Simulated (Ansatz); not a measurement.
# Cd5Te3Se2: the cost of one run

Program: Ansatz 0.2.0. Level of theory: DFT PBE, scalar-relativistic, plane waves, PAW. These are calculated values, not measurements.

1 further run of the same task is left out (set aside as unsound or not needed). Runs told in other sessions of the task aren't counted.

## 1. Starting point

Symmetry: I-4m2, No. 119, tetragonal system. The conventional cell has a = 4.564 Å, b = 4.564 Å, c = 32.178 Å, α = 90.00°, β = 90.00°, γ = 90.00°. Cd (site symmetry 2mm) has 2 Se at 2.72 Å and 2 Te at 2.84 Å in its first shell of neighbours. Around Cd (site symmetry -4m2) lie 4 Te at 2.85 Å. Te (site symmetry 2mm) is surrounded by 4 Cd at 2.84 to 2.85 Å. Around Te (site symmetry -4m2) lie 4 Cd at 2.84 Å. Se (site symmetry 2mm) has 4 Cd at 2.72 Å in its first shell of neighbours.

Coordinates:

```cif
data_structure
_symmetry_space_group_name_H-M 'P 1'
_symmetry_Int_Tables_number 1
_cell_length_a 16.4094
_cell_length_b 16.4094
_cell_length_c 16.4094
_cell_angle_alpha 164.012
_cell_angle_beta 164.012
_cell_angle_gamma 22.686
_cell_volume 335.16
loop_
_atom_site_label
_atom_site_type_symbol
_atom_site_fract_x
_atom_site_fract_y
_atom_site_fract_z
_atom_site_occupancy
Cd1 Cd 0.80265 0.80265 0.00000 1
Cd2 Cd 0.39438 0.39438 0.00000 1
Cd3 Cd 0.00000 0.00000 0.00000 1
Cd4 Cd 0.60562 0.60562 0.00000 1
Cd5 Cd 0.19735 0.19735 0.00000 1
Te1 Te 0.94714 0.44714 0.50000 1
Te2 Te 0.55286 0.05286 0.50000 1
Te3 Te 0.75000 0.25000 0.50000 1
Se1 Se 0.34854 0.84854 0.50000 1
Se2 Se 0.15146 0.65146 0.50000 1
```

The cell was relaxed beforehand at this level, from a generated guess; it is a trial structure. At a tolerance of 0.02 Å it has space group I-4m2 (No. 119); it has 33.52 Å³/atom, an uncorrected energy of -0.52 eV/atom over the elements.

## 2. Electronic structure at the relaxed geometry

File input.yaml:

```yaml
crystal:
  lattice:
    - [-2.2821093005, 2.2821093005, 16.0888726842]
    - [2.2821093005, -2.2821093005, 16.0888726842]
    - [2.2821093005, 2.2821093005, -16.0888726842]
  atoms:
    - { symbol: Cd, position: [0.8026535852, 0.8026535852, 0.0] }
    - { symbol: Cd, position: [0.3943754236, 0.3943754236, 0.0] }
    - { symbol: Cd, position: [0.0, 0.0, 0.0] }
    - { symbol: Cd, position: [0.6056245764, 0.6056245764, 0.0] }
    - { symbol: Cd, position: [0.1973464148, 0.1973464148, 0.0] }
    - { symbol: Te, position: [0.947137997, 0.447137997, 0.5] }
    - { symbol: Te, position: [0.552862003, 0.052862003, 0.5] }
    - { symbol: Te, position: [0.75, 0.25, 0.5] }
    - { symbol: Se, position: [0.3485437265, 0.8485437265, 0.5] }
    - { symbol: Se, position: [0.1514562735, 0.6514562735, 0.5] }
basis:
  ecutwfc: 420
kpoints:
  mp_grid: { grid: [12, 12, 12] }
  band_path:
    path:
      - [[0.0, 0.0, 0.0], [0.0, 0.0, 0.5], [0.25, 0.25, 0.25], [0.0, 0.5, 0.0], [0.0, 0.0, 0.0], [0.5, 0.5, -0.5], [0.25502993, 0.74497007, -0.25502993]]
      - [[-0.25502993, 0.25502993, 0.25502993], [0.0, 0.0, 0.0]]
      - [[0.0, 0.0, 0.5], [-0.01005985, 0.01005985, 0.5]]
      - [[0.5, 0.5, -0.01005985], [0.5, 0.5, -0.5]]
    npoints: 14
hamiltonian:
  xc: pbe
scf:
  occupations: { method: gaussian, width: 0.02 }
  n_extra_bands: 25
output:
  forces: true
  stress: true
  eigenvalues: true
  populations: true
  dos: { projected: true, de: 0.02, nscf_kmesh: { grid: [18, 18, 18] } }
  bader: true
```

Command:

```bash
ansatz run input.yaml --threads 4 --pin off --max-ram 8192MiB --backend cpu --events-out ev --progress --plain --runs-dir out
```

What time and memory should one allow on 4 threads of AMD EPYC 7R43 (Zen 3), shared host?

About 14 min, with a peak of 6.1 GiB.
